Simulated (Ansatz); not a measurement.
**CH₇ClSiSn: one species, many methods**

How much do the methods differ for CH₇ClSiSn? The plan is to run it at one geometry with functionals of several rungs and with coupled cluster, and see how far each lands from CCSD(T) at the basis-set limit for the atomisation energy.

Method: functionals in def2-TZVPP, the program's frozen cores in correlated methods; program: Ansatz 0.2.0, Gaussian basis.

The runs, in order: PBE-D4, r2SCAN-D4, PBE0-D4, B3LYP-D4, ωB97X-V, ωB97M-V, B2PLYP; CCSD(T)/def2-TZVPP; MP2/def2-QZVPP; extrapolation to the limit.

## 1. The geometry

The geometry comes from an earlier relaxation with PBE0-D4 in a triple-zeta def2 set; it is a stationary point, not always the lowest conformer. Sn takes the def2 core potential; no spin-orbit term is included.

SMILES `[CH3][SnH2][SiH2]Cl`, 11 atoms, charge 0, spin multiplicity 1.

Atoms are counted from 1 here; the program's logs count them from 0.

Bond lengths: C1–Sn2 2.141 Å, C1–H5 1.090 Å, C1–H6 1.090 Å, C1–H7 1.090 Å, Sn2–Si3 2.567 Å, Sn2–H8 1.710 Å, Sn2–H9 1.713 Å, Si3–Cl4 2.071 Å, Si3–H10 1.486 Å, Si3–H11 1.485 Å. Angles: Sn2–C1–H5 109.9°, Sn2–C1–H6 109.9°, Sn2–C1–H7 109.4°, H5–C1–H6 109.2°, H5–C1–H7 109.3°, H6–C1–H7 109.1°, C1–Sn2–Si3 109.1°, C1–Sn2–H8 109.9°, C1–Sn2–H9 110.2°, Si3–Sn2–H8 109.4°, Si3–Sn2–H9 110.1°, H8–Sn2–H9 108.2°, Sn2–Si3–Cl4 108.1°, Sn2–Si3–H10 112.3°, Sn2–Si3–H11 113.4°, Cl4–Si3–H10 107.0°, Cl4–Si3–H11 107.3°, H10–Si3–H11 108.4°.

Coordinates:

```mol
CH7ClSiSn
  3D, bonds by distance, orders not assigned

 11 10  0  0  0  0  0  0  0  0999 V2000
   -1.0651    1.5799    0.0658 C   0  0
   -0.2224   -0.1669    0.9738 Sn  0  0
    1.2963   -1.3477   -0.7258 Si  0  0
    0.2697   -1.4827   -2.5190 Cl  0  0
   -1.7843    2.0395    0.7436 H   0  0
   -0.2771    2.2978   -0.1604 H   0  0
   -1.5698    1.3004   -0.8586 H   0  0
   -1.4709   -1.2323    1.4551 H   0  0
    0.6776    0.2668    2.3647 H   0  0
    2.5422   -0.5839   -0.9943 H   0  0
    1.6693   -2.7280   -0.3242 H   0  0
  1  2  8  0
  2  3  8  0
  3  4  8  0
  1  5  8  0
  1  6  8  0
  1  7  8  0
  2  8  8  0
  2  9  8  0
  3 10  8  0
  3 11  8  0
M  END
```

## 2. PBE-D4 (GGA)

File in.yaml:

```yaml
crystal:
  periodic: [false, false, false]
  atoms:
    - {symbol: C, position_ang: [-1.065091, 1.579936, 0.065821]}
    - {symbol: Sn, position_ang: [-0.222446, -0.166918, 0.973801]}
    - {symbol: Si, position_ang: [1.296292, -1.347729, -0.725830]}
    - {symbol: Cl, position_ang: [0.269694, -1.482658, -2.519011]}
    - {symbol: H, position_ang: [-1.784272, 2.039547, 0.743631]}
    - {symbol: H, position_ang: [-0.277103, 2.297833, -0.160444]}
    - {symbol: H, position_ang: [-1.569842, 1.300386, -0.858621]}
    - {symbol: H, position_ang: [-1.470888, -1.232305, 1.455091]}
    - {symbol: H, position_ang: [0.677575, 0.266777, 2.364747]}
    - {symbol: H, position_ang: [2.542222, -0.583928, -0.994267]}
    - {symbol: H, position_ang: [1.669257, -2.728043, -0.324217]}
basis:
  gaussian: {orbitals: def2-TZVPP}
hamiltonian: {xc: pbe, dispersion: d4}
output: {forces: true, orbitals: {seedname: orbitals}}
```

On the command line:

```bash
$ ansatz run in.yaml --threads 4 --pin off --events-out ev --progress --plain --max-ram 10444MiB
```

Further steps of the session: r2SCAN-D4 (meta-GGA); PBE0-D4 (hybrid); B3LYP-D4 (hybrid); ωB97X-V (range-separated); ωB97M-V (range-separated); B2PLYP (double hybrid); CCSD(T) in def2-TZVPP; MP2 in def2-QZVPP.

Before running them: what should the planned runs give, taken together? Wanted: atomisation energy, CCSD(T)/CBS; farthest; mean size of error, hybrid; mean size of error, range-separated; gap, smallest and largest; T1 diagnostic; triples share of the correlation energy.

**Answer**, as computed:

| quantity | value |
| --- | --- |
| atomisation energy, CCSD(T)/CBS | 34.611 eV |
| functionals within 0.346 eV (1.0 %) | PBE-D4, r2SCAN-D4, ωB97X-V, ωB97M-V |
| farthest | B2PLYP (-0.826 eV) |
| mean size of error, hybrid | 0.423 eV |
| mean size of error, range-separated | 0.121 eV |
| gap, smallest and largest | 5.16 eV (PBE-D4), 11.17 eV (ωB97X-V) |
| T1 diagnostic | 0.0114 |
| triples share of the correlation energy | 3.4 % |

In words: PBE-D4 misses by -0.312 eV. Double hybrids carry the basis error of their MP2 part in triple zeta, and no dispersion term here, so their miss is partly the set-up's. The reference freezes the cores and leaves out spin-orbit coupling and excitations past (T), and its outer-core shells are covered unevenly, so misses under about 0.346 eV can't be ranked. All levels share the lack of spin-orbit coupling, which lowers the free heavy atoms and so the true binding. Hartree-Fock recovers 74 % of the binding; the rest is correlation. The gap grows from 5.2 to 11.2 eV across the functionals, mostly with the share of exact exchange. Correlated methods include outer-core shells of Sn, which these sets cover unevenly.
